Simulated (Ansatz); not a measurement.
**NbCd3 under changes of volume**

One of the cells (18.721 Å³/atom); the others are scaled copies at fixed shape and fractional positions:

```
Cd Nb
1.0
     4.21500    0.00000    0.00000
     0.00000    4.21500    0.00000
     0.00000    0.00000    4.21500
Cd Nb
3 1
Direct
  0.50000 0.50000 0.00000
  0.50000 0.00000 0.50000
  0.00000 0.50000 0.50000
  0.00000 0.00000 0.00000
```

* Program: Ansatz 0.2.0
* Functional: PBEsol
* Potentials or basis: all-electron LAPW, scalar-relativistic
* Cutoff: 223 eV (chosen from the basis error)
* Basis error allowed: 0.001 eV/atom
* k mesh: 6 × 6 × 6
* Occupations: fermi-dirac, width 0.05 eV
* Spin: no spin polarisation

```tsv
volume (Å³/atom)	energy over the lowest point (meV/atom)	pressure (GPa)
17.598	?	?
17.972	18.62	6.7
18.347	6.45	3.9
18.721	0.47	1.4
19.096	0.00	-0.9
19.470	4.42	-2.8
19.844	13.18	-4.6
```

What does the run at 17.598 Å³/atom give?

Energy over the lowest point 37.79 meV/atom; pressure 9.8 GPa.

Worked out: A Birch-Murnaghan fit of order 3 (a polynomial in V^(-2/3)) to the other rows has its minimum at 18.94 Å³/atom with B0 = V·E''(V) = 111 GPa and B' = 4.9. It gives 37.71 meV/atom at 17.598 Å³/atom, against the run's 37.79, and -dE/dV = 9.8 GPa, against 9.8.

Energies are extrapolated to zero smearing.

The runs don't all hold the same shells in valence.
